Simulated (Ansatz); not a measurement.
The system is RuBr2.

```
Ru Br
1.0
     0.00000    3.16372    3.16372
     3.16372    0.00000    3.16372
     3.16372    3.16372    0.00000
Ru Br
1 2
Direct
  0.00000 0.00000 0.00000
  0.25000 0.25000 0.25000
  0.75000 0.75000 0.75000
```

The cell comes from a database or a generator and needn't be the stable form of this composition.

Base run:

* Program: Ansatz 0.2.0
* Functional: PBE
* Potentials or basis: Ansatz PAW
* Cutoff: 420 eV
* Density cutoff: 1680 eV
* k mesh: 5 × 5 × 5
* Occupations: gaussian, width 0.05 eV
* Spin: collinear spin, ferromagnetic start
* Starting moments: [1.0, 0.0, 0.0] μB
* Hubbard terms: Ru d U = 7 eV

Its results: band gap on the k mesh none (metal or under the smearing width); pressure 15.2 GPa; net moment 2.00 μB per cell; site moments Ru +2.26; Br -0.22 μB.

Task: The run is repeated on the same cell with these changes: functional from PBE to PBEsol; hubbard terms from Ru d U = 7 eV to Ru d U = 2 eV. What comes out?

Result: Band gap on the k mesh none (metal or under the smearing width); pressure 1.9 GPa; net moment 2.00 μB per cell; site moments Ru +1.70; Br +0.05 μB.

Several settings changed at once, so the effect can't be laid on one alone.

Caveats: the magnetic or orbital state may not be the lowest; the PAW data sets come from PBE, with cores solved anew for the run's functional, which leaves a small shift of forces and pressure (some runs).

Not every run made on this cell is shown here.
